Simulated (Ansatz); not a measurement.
# BrCuF₃P: up Jacob's ladder to CCSD(T)

The task here is to estimate one member of a computed series from the others.

Computed with Ansatz 0.2.0, Gaussian basis. Level: functionals in def2-TZVPP, the program's frozen cores in correlated methods.

Levels to be run: LDA (SPW92), PBE-D4, revPBE-D4, BLYP-D4, r2SCAN-D4, B97M-V, PBE0-D4, B3LYP-D4, r2SCANh-D4, r2SCAN0-D4, HSE06-D4, BHLYP-D4, CAM-B3LYP-D4, LC-ωPBE, ωB97X-V, ωB97M-V, B2PLYP, PBE-QIDH; CCSD(T)/def2-SVP; CCSD(T)/def2-TZVPP; MP2/def2-QZVPP; extrapolation to the limit; RPA on PBE.

## The relaxed structure

An earlier PBE0-D4 in a triple-zeta def2 set relaxation fixed the geometry.

SMILES `F[P+](F)(F)[Cu-][Br]`, 6 atoms, charge 0, spin multiplicity 1.

Atoms are counted from 1 here; the program's logs count them from 0.

Bond lengths: F1–P2 1.546 Å, P2–F3 1.546 Å, P2–F4 1.546 Å, P2–Cu5 2.135 Å, Cu5–Br6 2.211 Å. Angles: F1–P2–F3 99.8°, F1–P2–F4 99.8°, F1–P2–Cu5 118.0°, F3–P2–F4 99.8°, F3–P2–Cu5 118.0°, F4–P2–Cu5 117.9°, P2–Cu5–Br6 179.9°.

Set-up of the first run:

Input file in.yaml:

```yaml
crystal:
  periodic: [false, false, false]
  atoms:
    - {symbol: F, position_ang: [0.698378, -0.800004, 1.679156]}
    - {symbol: P, position_ang: [0.417684, -0.555361, 0.178593]}
    - {symbol: F, position_ang: [-0.039742, -1.972413, -0.237400]}
    - {symbol: F, position_ang: [1.864496, -0.575910, -0.366038]}
    - {symbol: Cu, position_ang: [-0.827334, 1.095783, -0.351686]}
    - {symbol: Br, position_ang: [-2.113482, 2.807894, -0.902635]}
basis:
  gaussian: {orbitals: def2-TZVPP}
hamiltonian: {xc: lda}
output: {orbitals: {seedname: orbitals}}
```

Run with:

```
> ansatz run in.yaml --threads 4 --pin off --events-out ev --progress --plain --max-ram 11315MiB
```

Among the steps run: LDA; PBE-D4 (GGA); revPBE-D4 (GGA); BLYP-D4 (GGA); r2SCAN-D4 (meta-GGA); B97M-V (meta-GGA); PBE0-D4 (hybrid); B3LYP-D4 (hybrid); r2SCANh-D4 (hybrid); r2SCAN0-D4 (hybrid); HSE06-D4 (hybrid); BHLYP-D4 (hybrid); CAM-B3LYP-D4 (range-separated); LC-ωPBE (range-separated); ωB97X-V (range-separated); ωB97M-V (range-separated); B2PLYP (double hybrid); PBE-QIDH (double hybrid).

One table of the session follows, with a row left open; its other results are not shown here.

It belongs to the step «Orbital energies across the functionals». 

| functional | HOMO (eV) | LUMO (eV) | gap (eV) |
| --- | --- | --- | --- |
| LDA (SPW92) | -6.49 | -2.97 | 3.52 |
| PBE-D4 | -6.27 | -2.67 | 3.60 |
| revPBE-D4 | -6.19 | -2.55 | 3.64 |
| BLYP-D4 | -6.10 | -2.54 | 3.57 |
| r2SCAN-D4 | -6.52 | -2.53 | 3.99 |
| B97M-V | -6.51 | -2.54 | 3.97 |
| PBE0-D4 | -7.38 | -1.88 | 5.50 |
| B3LYP-D4 | -7.15 | -2.09 | 5.06 |
| r2SCANh-D4 | -6.94 | -2.24 | 4.70 |
| r2SCAN0-D4 | -7.56 | -1.79 | 5.77 |
| HSE06-D4 | ? | ? | ? |
| BHLYP-D4 | -8.34 | -0.99 | 7.35 |
| CAM-B3LYP-D4 | -8.66 | -0.83 | 7.83 |
| LC-ωPBE | -10.01 | 0.35 | 10.36 |
| ωB97X-V | -9.65 | 0.24 | 9.89 |
| ωB97M-V | -9.54 | 0.11 | 9.65 |

Estimate the missing values for HSE06-D4.

As computed: HOMO (eV): -6.98; LUMO (eV): -2.25; gap (eV): 4.73. In the column «HOMO (eV)» it lies between B3LYP-D4 (-7.15) and r2SCANh-D4 (-6.94).
